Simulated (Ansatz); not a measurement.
# CuH4 (doublet): from Hartree-Fock to the top rungs, def2-SVP

The task here is to estimate one member of a computed series from the others.

Method: def2-SVP, core rule «outside noble gas», up to 9 orbitals frozen; program: Ansatz 0.2.0, Gaussian basis.

Plan: UHF; CCSD(T) on ROHF; CCSD(T) on UHF; CISD; CCSDT(Q) on ROHF; CCSDT(Q) on UHF; CASSCF and MRCISD+Q, 15 electrons in 10 orbitals; CASSCF and MRCISD+Q(relaxed), 15 electrons in 10 orbitals; CASSCF and NEVPT2, 15 electrons in 10 orbitals.

25 further runs of the same task are left out: 5 for a known fault of the program, 11 that didn't finish, 9 set aside as unsound or not needed.

### The geometry

The geometry is a PBE0/def2-TZVP stationary point (not a proven minimum).

5 atoms, charge 0, spin multiplicity 2.

Atoms are counted from 1 here; the program's logs count them from 0.

Bond lengths: Cu1–H2 1.572 Å, Cu1–H3 1.572 Å, Cu1–H4 1.572 Å, Cu1–H5 1.572 Å. Angles: H2–Cu1–H3 35.7°, H2–Cu1–H4 144.3°, H2–Cu1–H5 180.0°, H3–Cu1–H4 180.0°, H3–Cu1–H5 144.3°, H4–Cu1–H5 35.7°.

The first run:

File in.yaml:

```yaml
crystal:
  periodic: [false, false, false]
  atoms:
    - {symbol: Cu, position_ang: [0.000000, 0.000000, 0.000000]}
    - {symbol: H, position_ang: [0.000000, 0.481552, 1.496401]}
    - {symbol: H, position_ang: [0.000000, -0.481552, 1.496401]}
    - {symbol: H, position_ang: [0.000000, 0.481552, -1.496401]}
    - {symbol: H, position_ang: [0.000000, -0.481552, -1.496401]}
basis:
  gaussian: {orbitals: def2-SVP}
magnetization: {spin_polarized: true, initial_magnetization: 1}
hamiltonian: {xc: hf}
output: {orbitals: {seedname: orbitals}}
```

On the command line:

```sh
$ ansatz run in.yaml --threads 1 --pin off --events-out ev --progress --plain --max-ram 2393MiB
```

Among the steps run: UHF; CCSD(T) on ROHF; CCSD(T) on UHF; CISD; CCSDT(Q) on ROHF; CCSDT(Q) on UHF; CASSCF and MRCISD+Q, 15 electrons in 10 orbitals; CASSCF and MRCISD+Q(relaxed), 15 electrons in 10 orbitals; CASSCF and NEVPT2, 15 electrons in 10 orbitals.

One table of the session follows, with a row left open; its other results are not shown here.

```
                   method  from RCCSDT(Q) (meV)
                     ROHF              +10503.5
                      UHF              +10396.5
                     RMP2                -379.9
                     UMP2                -377.9
                     CISD               +1146.1
                    RCCSD                +384.3
                    UCCSD                +382.0
                 RCCSD(T)                     ?
                 UCCSD(T)                 -96.2
                   RCCSDT                -101.5
                   UCCSDT                -101.1
                RCCSDT(Q)                     0
                UCCSDT(Q)                 -36.6
           CASSCF valence               +8629.4
           NEVPT2 valence                +848.8
           MRCISD valence                +767.2
         MRCISD+Q valence                +207.9
MRCISD+Q(relaxed) valence                 +89.5
```

Q: Estimate the row for RCCSD(T) from the others.

As computed: from RCCSDT(Q) (meV): -96.7. In the column «from RCCSDT(Q) (meV)» it lies between UCCSDT (-101.1) and UCCSD(T) (-96.2).

With the free atoms at the same levels and basis (separate runs), the atomisation energy is 7.880 eV at RCCSDT(Q), 7.899 eV at RCCSD(T), 7.897 eV at UCCSD(T), 4.468 eV at ROHF.

Caveats from the session: Restricted and unrestricted rows rest on different reference determinants; where their highest levels disagree by more than a few hundredths of an eV, they describe different states and don't form one ladder.
